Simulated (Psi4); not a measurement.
# AlCl2F (SMILES [F][Al]([Cl])[Cl]): PWB6K/cc-pVQZ (density fitting)

What is the energy change on altering one bond length of AlCl2F at PWB6K/cc-pVQZ (density fitting)? 

The results are computed with Psi4 1.11.

**1. The system as given**

The species is AlCl2F (4 atoms), meant as a singlet with charge 0. As SMILES, `[F][Al]([Cl])[Cl]`. Geometry: a GFN2-xTB relaxation, a rough one for these elements and not checked as a minimum.

Bond lengths: Al1–Cl2 2.019 Å, Al1–Cl3 2.019 Å, Al1–F4 1.655 Å. Angles: Cl2–Al1–Cl3 127.3°, Cl2–Al1–F4 116.4°, Cl3–Al1–F4 116.4°.

**2. Energy and gradient at PWB6K/cc-pVQZ (density fitting)**

Contents of alcl2f.in:

```
memory 1.6 GB

molecule system {
  Al
  Cl 1 2.018776
  Cl 1 2.018573 2 127.2802
  F 1 1.655012 3 116.3624 2 179.98969
}

set {
  basis cc-pVQZ
}

e, wfn = gradient("pwb6k", return_wfn=True)
```

Started as:

```
psi4 -i alcl2f.in -o alcl2f.out -n 1
```

alcl2f.out:

```text
[...]
  Running in c1 symmetry.
[...]
  Nuclear repulsion =  247.327656968329194
[...]
  Multiplicity = 1
[...]
  Nalpha       = 28
  Nbeta        = 28
[...]
    Number of basis functions: 232
[...]
   @DF-RKS iter   1: -1263.59031033439896   -4.37485e-01   2.52451e-03 ADIIS/DIIS
[...]
   @DF-RKS iter  10: -1263.69989339938093   -2.95586e-11   5.09564e-09 DIIS
[...]
    Orbital Energies [Eh]
    ---------------------
    Doubly Occupied:
       1A   -102.695036     2A   -102.695015     3A    -56.948001
       4A    -25.202460     5A     -9.843833     6A     -9.843808
       7A     -7.509909     8A     -7.509884     9A     -7.507584
      10A     -7.507559    11A     -7.507030    12A     -7.507005
      13A     -4.461837    14A     -2.942934    15A     -2.938152
      16A     -2.937288    17A     -1.291995    18A     -0.940634
      19A     -0.929433    20A     -0.561075    21A     -0.507403
      22A     -0.502376    23A     -0.494698    24A     -0.453155
      25A     -0.424139    26A     -0.420263    27A     -0.410448
      28A     -0.400505
[...]
  @DF-RKS Final Energy: -1263.69989339938093
   => Energetics <=
    Nuclear Repulsion Energy =            247.3276569683291939
    One-Electron Energy =               -2241.5184418499243293
    Two-Electron Energy =                 778.6283960685343573
    DFT Exchange-Correlation Energy =     -48.1375045863200270
    Empirical Dispersion Energy =           0.0000000000000000
    VV10 Nonlocal Energy =                  0.0000000000000000
    Total Energy =                      -1263.6998933993809260
[...]
 Multipole Moments:
 ------------------------------------------------------------------------------------
     Multipole            Electronic (a.u.)      Nuclear  (a.u.)        Total (a.u.)
 ------------------------------------------------------------------------------------
 L = 1.  Multiply by 2.5417464519 to convert [e a0] to [Debye]
 Dipole X            :          0.0001481            0.0000898            0.0002379
 Dipole Y            :         -0.4732908            0.8224906            0.3491998
 Dipole Z            :         -0.2349955            0.4075843            0.1725889
 Magnitude           :                                                    0.3895221
[...]
  -Total Gradient:
     Atom            X                  Y                   Z
    ------   -----------------  -----------------  -----------------
       1        0.000010887808     0.030772591518     0.015163125672
       2       -0.000002456825    -0.002745320241    -0.013588171430
       3       -0.000002456924    -0.012540778709     0.006096666205
       4       -0.000005459902    -0.015151595143    -0.007506482308
[...]
```

It took 61 s on 1 thread of AMD EPYC 7R43 (Zen 3), shared host; peak memory 1.1 GiB.

**3. The distorted shape, same level**

Contents of alcl2f.in:

```
memory 1600 mb

molecule {
  0 1
  Al
  Cl 1 R2
  Cl 1 R3 2 A3
  F 1 R4 2 A4 3 D4

  R2 = 2.018776
  R3 = 2.2204
  A3 = 127.28021
  R4 = 1.655012
  A4 = 116.3574
  D4 = -179.9897
}

set basis cc-pVQZ

energy_value, wavefunction = gradient("pwb6k", return_wfn=True)
```

Started as:

```
psi4 -i alcl2f.in -o alcl2f.out -n 1
```

alcl2f.out:

```text
[...]
  Running in c1 symmetry.
[...]
  Nuclear repulsion =  238.635424493055041
[...]
  Multiplicity = 1
[...]
  Nalpha       = 28
  Nbeta        = 28
[...]
    Number of basis functions: 232
[...]
   @DF-RKS iter   1: -1263.58164121064328   -5.46006e-01   2.51700e-03 DIIS/ADIIS
[...]
   @DF-RKS iter  10: -1263.69242796859953   -7.38964e-11   8.14003e-09 DIIS
[...]
    Orbital Energies [Eh]
    ---------------------
    Doubly Occupied:
       1A   -102.704361     2A   -102.686570     3A    -56.972606
       4A    -25.212425     5A     -9.852939     6A     -9.832305
       7A     -7.519118     8A     -7.516628     9A     -7.516086
      10A     -7.498981    11A     -7.495930    12A     -7.495489
      13A     -4.481095    14A     -2.962602    15A     -2.957266
      16A     -2.956551    17A     -1.301098    18A     -0.943789
      19A     -0.907286    20A     -0.567579    21A     -0.514195
      22A     -0.510693    23A     -0.492886    24A     -0.442774
      25A     -0.426117    26A     -0.419135    27A     -0.394650
      28A     -0.389406
[...]
  @DF-RKS Final Energy: -1263.69242796859953
   => Energetics <=
    Nuclear Repulsion Energy =            238.6354244930550408
    One-Electron Energy =               -2223.9884008524350065
    Two-Electron Energy =                 769.7655454949216391
    DFT Exchange-Correlation Energy =     -48.1049971041412689
    Empirical Dispersion Energy =           0.0000000000000000
    VV10 Nonlocal Energy =                  0.0000000000000000
    Total Energy =                      -1263.6924279685997590
[...]
 Multipole Moments:
 ------------------------------------------------------------------------------------
     Multipole            Electronic (a.u.)      Nuclear  (a.u.)        Total (a.u.)
 ------------------------------------------------------------------------------------
 L = 1.  Multiply by 2.5417464519 to convert [e a0] to [Debye]
 Dipole X            :          0.0001447            0.0000898            0.0002344
 Dipole Y            :         -0.7613550            0.8548077            0.0934527
 Dipole Z            :          0.0196375            0.3829828            0.4026204
 Magnitude           :                                                    0.4133239
[...]
  -Total Gradient:
     Atom            X                  Y                   Z
    ------   -----------------  -----------------  -----------------
       1        0.000010785961    -0.010618207151     0.046556826242
       2       -0.000002675044    -0.003973023675    -0.010703933096
       3       -0.000001977734     0.033609809976    -0.028235142354
       4       -0.000005720243    -0.018736666086    -0.007234124030
[...]
```

Run time: 65 s. Hardware: 1 thread of AMD EPYC 7R43 (Zen 3), shared host; peak memory 1 GiB.

**4. Outcome**

Level: PWB6K/cc-pVQZ (density fitting).

| quantity | value |
| --- | --- |
| first shape: total energy | -1263.69989 Eh |
| first shape: dipole moment | 0.99 D |
| first shape: HOMO energy | -10.90 eV |
| first shape: LUMO energy | -0.71 eV |
| first shape: HOMO–LUMO gap | 10.19 eV |
| first shape: largest force on an atom | 1.764 eV/Å |
| distorted shape: total energy | -1263.69243 Eh |
| distorted shape: dipole moment | 1.05 D |
| distorted shape: HOMO energy | -10.60 eV |
| distorted shape: LUMO energy | -1.20 eV |
| distorted shape: HOMO–LUMO gap | 9.39 eV |
| distorted shape: largest force on an atom | 2.456 eV/Å |
| energy change with the Al1–Cl3 bond stretched from 2.019 to 2.220 Å | 0.203 eV |

What this shows: With the Al1–Cl3 bond stretched from 2.019 to 2.220 Å the energy rises by 0.20 eV (19.6 kJ/mol). The first shape isn't relaxed at this level, so the change isn't measured from a minimum. The largest force (first shape) is 1.76 eV/Å: the shape isn't a stationary point for this species at this level.
